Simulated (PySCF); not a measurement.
# C7H6NP: magnetic properties

Aim: compute the magnetic properties of C7H6NP (`Cc1ccpc(C#N)c1`).

Computed with PySCF 2.14.0 and routines of our own; the level stands in each step. Atoms count from 0.

## 1. The starting structure

15 atoms, charge 0, multiplicity 1; geometry from: GFN2-xTB.

## 2. Magnetic properties: GIAO PBE/pcSseg-1

What the job is given:

```
{"job": {"kind": "mag", "xc": "PBE", "basis": "pcSseg-1", "isotopologues": 0}, "charge": 0, "multiplicity": 1}
C     -1.929584    -1.006771     0.077089
C     -0.689629    -0.167827     0.032075
C     -0.811171     1.221222     0.093400
C      0.249996     2.096509     0.065936
P      1.928198     1.669507    -0.048216
C      1.757296    -0.072612    -0.110642
C      2.948768    -0.820849    -0.210737
N      3.913540    -1.437012    -0.290216
C      0.552989    -0.769895    -0.068267
H     -1.690447    -2.064522     0.006746
H     -2.593711    -0.744161    -0.745404
H     -2.469919    -0.833384     1.007233
H     -1.811005     1.631436     0.167516
H      0.038097     3.157616     0.119228
H      0.602168    -1.851267    -0.117653
```

Method: GIAO PBE/pcSseg-1 magnetisability, rotational g tensor and spin-rotation constants, non-relativistic, gas phase.

Launch:

```sh
OMP_NUM_THREADS=1 python excited_run.py task.json out
```

This one command runs all jobs of the session in turn.

Standard output:

```text
coarse grid: 14008 points
cycle   1  E = -665.6494200602  dE =  1.229e+00  |g| = 6.228e-01  |ddm| = 4.212e+00
cycle   2  E = -665.2671140773  dE =  3.823e-01  |g| = 1.345e+00  |ddm| = 2.088e+00
cycle   3  E = -665.7086209249  dE = -4.415e-01  |g| = 4.173e-01  |ddm| = 1.748e+00
cycle   4  E = -665.7492782052  dE = -4.066e-02  |g| = 9.484e-02  |ddm| = 3.990e-01
cycle   5  E = -665.7509343364  dE = -1.656e-03  |g| = 5.923e-02  |ddm| = 2.229e-01
cycle   6  E = -665.7519290065  dE = -9.947e-04  |g| = 2.022e-02  |ddm| = 7.700e-02
cycle   7  E = -665.7520227196  dE = -9.371e-05  |g| = 7.141e-03  |ddm| = 2.467e-02
cycle   8  E = -665.7520369194  dE = -1.420e-05  |g| = 1.745e-03  |ddm| = 9.695e-03
cycle   9  E = -665.7520376769  dE = -7.575e-07  |g| = 4.992e-04  |ddm| = 2.188e-03
final grid: 133608 points
cycle  10  E = -665.8256995647  dE = -2.493e-05  |g| = 1.433e-02  |ddm| = 6.144e-02
cycle  11  E = -665.8254743173  dE =  2.252e-04  |g| = 2.997e-02  |ddm| = 4.832e-02
cycle  12  E = -665.8257424074  dE = -2.681e-04  |g| = 6.501e-03  |ddm| = 4.320e-02
cycle  13  E = -665.8257562004  dE = -1.379e-05  |g| = 1.662e-03  |ddm| = 8.607e-03
cycle  14  E = -665.8257568253  dE = -6.249e-07  |g| = 5.990e-04  |ddm| = 2.204e-03
cycle  15  E = -665.8257568889  dE = -6.359e-08  |g| = 2.410e-04  |ddm| = 6.019e-04
cycle  16  E = -665.8257569031  dE = -1.417e-08  |g| = 4.888e-05  |ddm| = 2.759e-04
cycle  17  E = -665.8257569037  dE = -6.166e-10  |g| = 1.505e-05  |ddm| = 6.567e-05
converged SCF energy = -665.8257569037

Magnetisability tensor (1e-30 J/T^2)
    -1061.43      -16.32      -57.29
      -16.32     -962.54       44.56
      -57.29       44.56    -2021.79
isotropic -1348.59   principal values   -2026.98  -1061.58   -957.21
isotropic susceptibility -81.214 1e-6 cm^3/mol

Inertial axes            a          b          c
rot. const./GHz      2.2618     1.1691     0.7744
chi total           -63.297    -58.278   -122.067
chi diamagnetic    -629.848  -1113.167  -1621.082
chi paramagnetic    566.551   1054.889   1499.014
quadrupole/D A       -8.104      7.331      0.773
g nuclear            0.5578     0.5487     0.5497
g electronic        -0.6020    -0.5794    -0.5454
g total             -0.0442    -0.0306     0.0043

Spin-rotation constants (kHz, H = +C I.J)
atom  isotope        aa         bb         cc
  4    31P        6.321      3.203      0.842
  7    14N        0.210      0.226      0.174
  9     1H       -0.215      0.028     -0.090
 10     1H       -0.123     -0.127     -0.011
 11     1H       -0.131     -0.128     -0.008
 12     1H        0.231     -0.105     -0.077
 13     1H       -0.174      0.136     -0.082
 14     1H       -0.205      0.131     -0.081
  0    13C*       0.342      0.170      0.143
  1    13C*       1.039      0.530      0.082
  2    13C*       1.105      0.442      0.095
  3    13C*       0.857      0.712      0.085
  5    13C*       1.306      0.391      0.087
  6    13C*       0.193      0.442      0.362
  8    13C*       0.865      0.576      0.112
* in the singly substituted isotopologue
```

Wall time 2.6 min (1 thread of AMD EPYC, shared host); peak memory 0.8 GiB.

Key values:

| quantity | value |
| --- | --- |
| magnetisability | -1349·10⁻³⁰ J/T² |
| molar susceptibility | -81.2·10⁻⁶ cm³/mol |
| rotational g (a, b, c) | -0.0442, -0.0306, 0.0043 |

The fields below are evaluated on a grid from the run's orbitals.

Frontier orbitals at PBE/pcSseg-1, with the share of their density that lies nearest to each atom:

| orbital | energy (eV) | lies on |
| --- | --- | --- |
| HOMO | -6.56 | P4 33 %; C1 17 %; C5 13 % |
| LUMO | -3.08 | P4 34 %; C5 17 %; C1, C2 about 11 % each |

ELF in a plane through or near 13 of the atoms.

Values, 10 rows by 14 columns:
```
0.00 0.00 0.00 0.00 0.00 0.00 0.00 0.00 0.00 0.00 0.00 0.00 0.00 0.00
0.00 0.00 0.00 0.00 0.00 0.00 0.00 0.00 0.00 0.00 0.00 0.00 0.00 0.00
0.00 0.00 0.06 0.08 0.00 0.00 0.12 0.00 0.39 0.48 0.00 0.00 0.00 0.00
0.00 0.40 0.93 0.76 0.40 0.05 1.00 0.17 0.99 0.96 0.04 0.00 0.00 0.00
0.00 0.40 0.86 0.84 0.22 0.38 0.35 0.65 0.84 0.09 0.29 0.02 0.00 0.00
0.00 0.00 0.11 0.23 0.39 0.43 0.19 0.66 0.76 0.03 0.02 0.00 0.00 0.00
0.00 0.00 0.00 0.51 0.46 0.77 0.80 0.90 0.60 1.00 0.19 0.00 0.00 0.00
0.00 0.00 0.00 0.78 0.97 0.63 0.62 0.91 0.04 0.49 0.01 0.00 0.00 0.00
0.00 0.00 0.00 0.00 0.08 0.01 0.44 0.97 0.13 0.00 0.00 0.00 0.00 0.00
0.00 0.00 0.00 0.00 0.00 0.00 0.00 0.00 0.00 0.00 0.00 0.00 0.00 0.00
```
The map spans 13.1 Å across and 11.5 Å up, centred on the molecule. Atoms in the plane (x, y in Å): C0 (1.9, 1.0), C1 (0.7, 0.2), C2 (0.8, -1.2), C3 (-0.2, -2.1), P4 (-1.9, -1.7), C5 (-1.8, 0.0), C6 (-3.0, 0.8), N7 (-3.9, 1.4), C8 (-0.6, 0.8), H9 (1.7, 2.1), H12 (1.8, -1.6), H13 (0.0, -3.2), H14 (-0.6, 1.8).

log10 of the density (e/Å³) in the same plane.

Ten even steps from '0' (-4.0) to '9' (1.9):
```
0000000000000000000000000000
0000000000000000000000000000
0000000000000000000000000000
0000000000000000111000000000
0001232221122222333210000000
0023444433344434455421000000
0134566544456644676532100000
0245697765567655676643200000
0135677876668766687653210000
0134456677777778766543200000
0012344566765567654432100000
0001233466665568765421000000
0000134568966677776431000000
0000134567767976665421000000
0000123455556765443310000000
0000022344445665422100000000
0000001222233443210000000000
0000000011112222100000000000
0000000000000000000000000000
0000000000000000000000000000
```
The map spans 13.1 Å across and 11.5 Å up, centred on the molecule. Atoms in the plane (x, y in Å): C0 (1.9, 1.0), C1 (0.7, 0.2), C2 (0.8, -1.2), C3 (-0.2, -2.1), P4 (-1.9, -1.7), C5 (-1.8, 0.0), C6 (-3.0, 0.8), N7 (-3.9, 1.4), C8 (-0.6, 0.8), H9 (1.7, 2.1), H12 (1.8, -1.6), H13 (0.0, -3.2), H14 (-0.6, 1.8).

On the surface of density 0.002 e/bohr³ the electrostatic potential runs, from the 1st to the 99th percentile, from -1.76 V near N7 to 1.24 V near H12.

## 3. Magnetic properties: GIAO PW91/cc-pVDZ, grid 1

Settings changed since step 2:

```diff
@@ -1,2 +1,2 @@
-{"job": {"kind": "mag", "xc": "PBE", "basis": "pcSseg-1", "isotopologues": 0}, "charge": 0, "multiplicity": 1}
+{"job": {"kind": "mag", "xc": "PW91", "basis": "cc-pVDZ", "grid": 1, "scf": {"guess": "huckel"}}, "charge": 0, "multiplicity": 1}
 C     -1.929584    -1.006771     0.077089
```

Level: GIAO PW91/cc-pVDZ magnetisability, rotational g tensor and spin-rotation constants, non-relativistic, gas phase.

Standard output:

```text
final grid: 62624 points
cycle   1  E = -652.5247386755  dE =  9.475e+00  |g| = 5.575e+00  |ddm| = 1.509e+01
cycle   2  E = -544.4582161816  dE =  1.081e+02  |g| = 1.279e+01  |ddm| = 1.407e+02
cycle   3  E = -649.0887462856  dE = -1.046e+02  |g| = 5.852e+00  |ddm| = 1.407e+02
cycle   4  E = -629.6648700668  dE =  1.942e+01  |g| = 7.897e+00  |ddm| = 2.787e+01
cycle   5  E = -665.5837417738  dE = -3.592e+01  |g| = 1.483e+00  |ddm| = 1.447e+01
cycle   6  E = -665.2582804335  dE =  3.255e-01  |g| = 1.837e+00  |ddm| = 5.451e+00
cycle   7  E = -666.2886331535  dE = -1.030e+00  |g| = 2.663e-01  |ddm| = 3.395e+00
cycle   8  E = -666.2549759266  dE =  3.366e-02  |g| = 4.204e-01  |ddm| = 1.149e+00
cycle   9  E = -666.3090175358  dE = -5.404e-02  |g| = 8.979e-02  |ddm| = 7.784e-01
cycle  10  E = -666.3109030416  dE = -1.886e-03  |g| = 4.987e-02  |ddm| = 2.071e-01
cycle  11  E = -666.3115261586  dE = -6.231e-04  |g| = 9.130e-03  |ddm| = 7.814e-02
cycle  12  E = -666.3115436736  dE = -1.752e-05  |g| = 4.518e-03  |ddm| = 2.307e-02
cycle  13  E = -666.3115482327  dE = -4.559e-06  |g| = 1.943e-03  |ddm| = 1.026e-02
cycle  14  E = -666.3115494782  dE = -1.245e-06  |g| = 5.815e-04  |ddm| = 4.682e-03
cycle  15  E = -666.3115495775  dE = -9.933e-08  |g| = 1.632e-04  |ddm| = 1.074e-03
cycle  16  E = -666.3115495839  dE = -6.348e-09  |g| = 4.354e-05  |ddm| = 2.728e-04
cycle  17  E = -666.3115495843  dE = -4.416e-10  |g| = 1.586e-05  |ddm| = 8.703e-05
converged SCF energy = -666.3115495843

Magnetisability tensor (1e-30 J/T^2)
    -1041.46      -18.44      -58.80
      -18.44     -947.87       45.38
      -58.80       45.38    -2025.73
isotropic -1338.35   principal values   -2031.03  -1042.56   -941.46
isotropic susceptibility -80.598 1e-6 cm^3/mol

Inertial axes            a          b          c
rot. const./GHz      2.2618     1.1691     0.7744
chi total           -62.059    -57.422   -122.312
chi diamagnetic    -627.805  -1110.342  -1618.922
chi paramagnetic    565.746   1052.920   1496.611
quadrupole/D A       -7.595      6.511      1.084
g nuclear            0.5578     0.5487     0.5497
g electronic        -0.6011    -0.5783    -0.5445
g total             -0.0434    -0.0295     0.0052

Spin-rotation constants (kHz, H = +C I.J)
atom  isotope        aa         bb         cc
  4    31P        5.682      2.891      0.743
  7    14N        0.193      0.204      0.156
  9     1H       -0.221      0.029     -0.091
 10     1H       -0.123     -0.130     -0.011
 11     1H       -0.131     -0.131     -0.008
 12     1H        0.233     -0.107     -0.078
 13     1H       -0.180      0.139     -0.082
 14     1H       -0.208      0.131     -0.082
  0    13C*       0.300      0.145      0.129
  1    13C*       0.960      0.489      0.073
  2    13C*       1.008      0.408      0.082
  3    13C*       0.792      0.661      0.072
  5    13C*       1.216      0.366      0.077
  6    13C*       0.178      0.391      0.321
  8    13C*       0.798      0.528      0.096
* in the singly substituted isotopologue
```

It took 1.7 min on 1 thread of AMD EPYC, shared host; peak memory 0.67 GiB.

Key values:

| quantity | value |
| --- | --- |
| magnetisability | -1338·10⁻³⁰ J/T² |
| molar susceptibility | -80.6·10⁻⁶ cm³/mol |
| rotational g (a, b, c) | -0.0434, -0.0295, 0.0052 |

## 4. Magnetic properties: common gauge origin HSE06/6-311G**

Settings changed since step 3:

```diff
@@ -1,2 +1,2 @@
-{"job": {"kind": "mag", "xc": "PW91", "basis": "cc-pVDZ", "grid": 1, "scf": {"guess": "huckel"}}, "charge": 0, "multiplicity": 1}
+{"job": {"kind": "mag", "xc": "HSE06", "basis": "6-311G**", "gauge": [0, 0, 50], "scf": {"aux": "def2-universal-jfit", "max_cycle": 68}}, "charge": 0, "multiplicity": 1}
 C     -1.929584    -1.006771     0.077089
```

Method: common gauge origin HSE06/6-311G** magnetisability, rotational g tensor and spin-rotation constants, non-relativistic, gas phase.

Standard output:

```text
final grid: 133608 points
cycle   1  E = -665.4368204437  dE =  1.458e+00  |g| = 5.399e-01  |ddm| = 3.766e+00
cycle   2  E = -665.2560719902  dE =  1.807e-01  |g| = 1.011e+00  |ddm| = 1.560e+00
cycle   3  E = -665.4887757571  dE = -2.327e-01  |g| = 2.407e-01  |ddm| = 1.205e+00
cycle   4  E = -665.5011564340  dE = -1.238e-02  |g| = 7.021e-02  |ddm| = 2.267e-01
cycle   5  E = -665.5022234253  dE = -1.067e-03  |g| = 3.201e-02  |ddm| = 1.192e-01
cycle   6  E = -665.5025362752  dE = -3.128e-04  |g| = 9.320e-03  |ddm| = 4.259e-02
cycle   7  E = -665.5025549806  dE = -1.871e-05  |g| = 3.872e-03  |ddm| = 1.089e-02
cycle   8  E = -665.5025590046  dE = -4.024e-06  |g| = 5.481e-04  |ddm| = 3.843e-03
cycle   9  E = -665.5025590762  dE = -7.157e-08  |g| = 1.605e-04  |ddm| = 5.400e-04
cycle  10  E = -665.5025590782  dE = -2.042e-09  |g| = 1.221e-04  |ddm| = 2.832e-04
cycle  11  E = -665.5025590829  dE = -4.739e-09  |g| = 1.575e-05  |ddm| = 1.526e-04
cycle  12  E = -665.5025590830  dE = -5.480e-11  |g| = 6.969e-06  |ddm| = 2.161e-05
converged SCF energy = -665.5025590830

Magnetisability tensor (1e-30 J/T^2)
 -2899853.49   129604.05   -25932.28
   129604.05 -2751968.86   -17220.48
   -25932.28   -17220.48    -7354.41
isotropic -1886392.25   principal values -2975188.70-2676989.47  -6998.59
isotropic susceptibility -113601.199 1e-6 cm^3/mol

Inertial axes            a          b          c
rot. const./GHz      2.2618     1.1691     0.7744
chi total       -175677.879-163669.051  -1456.666
chi diamagnetic    -629.042  -1112.591  -1620.190
chi paramagnetic-175048.837-162556.460    163.525
quadrupole/D A       -8.186      7.639      0.547
g nuclear            0.5578     0.5487     0.5497
g electronic       186.0035    89.2799    -0.0595
g total            186.5613    89.8286     0.4902

Spin-rotation constants (kHz, H = +C I.J)
atom  isotope        aa         bb         cc
  4    31P        6.157      3.020      0.822
  7    14N        0.234      0.335      0.255
  9     1H        0.694     -0.132      0.028
 10     1H        8.966      4.128     -0.179
 11     1H       -9.388     -5.080     -0.171
 12     1H       -0.057     -0.639     -0.461
 13     1H       -0.341     -0.438     -0.493
 14     1H        0.651     -0.032      0.007
  0    13C*       0.370      0.062      0.094
  1    13C*       0.978      0.371     -0.019
  2    13C*       0.951      0.237     -0.050
  3    13C*       0.744      0.450     -0.119
  5    13C*       1.165      0.360      0.005
  6    13C*       0.111      0.412      0.281
  8    13C*       1.004      0.468      0.055
* in the singly substituted isotopologue
```

Run time: 85 s. Hardware: 1 thread of AMD EPYC, shared host; peak memory 0.83 GiB.

The run ended normally, but its values are not to be used for the molecule: the fitting basis def2-universal-jfit is not made for Coulomb and exchange fitting here; a common gauge origin replaces GIAOs, so the magnetic properties depend on where the origin lies.

## 5. The levels compared

| level | ξ (10⁻³⁰ J/T²) | g(a) | g(b) | gap (eV) | functions | time |
| --- | --- | --- | --- | --- | --- | --- |
| GIAO PBE/pcSseg-1 | -1349 | -0.0442 | -0.0306 | 3.48 | 190 | 2.6 min |
| GIAO PW91/cc-pVDZ, grid 1 | -1338 | -0.0434 | -0.0295 | 3.50 | 160 | 1.7 min |

## 6. Outcome

```
                                          quantity                               value
       magnetisability (step 2, GIAO PBE/pcSseg-1)                    -1349·10⁻³⁰ J/T²
  molar susceptibility (step 2, GIAO PBE/pcSseg-1)                  -81.2·10⁻⁶ cm³/mol
rotational g (a, b, c) (step 2, GIAO PBE/pcSseg-1)            -0.0442, -0.0306, 0.0043
             surface potential, 1st and 99th percentile                  -1.76 V and 1.24 V
                   magnetisability over the levels           -1349 to -1338·10⁻³⁰ J/T²
                                              runs  0 failed, 1 ended on unsound input
```

At PBE/pcSseg-1, counted by nearest atom on the grid, the HOMO lies on P4 33 %; C1 17 %, the LUMO on P4 34 %; C5 17 %. The magnetisability spreads by 0.8 % over 2 levels, from GIAO PBE/pcSseg-1 (2.6 min) to GIAO PW91/cc-pVDZ, grid 1 (1.7 min); the runs took 1.7 min to 2.6 min. Two levels can agree by chance, so this spread shows no convergence. Vibrational averaging and real surroundings are missing from these values.
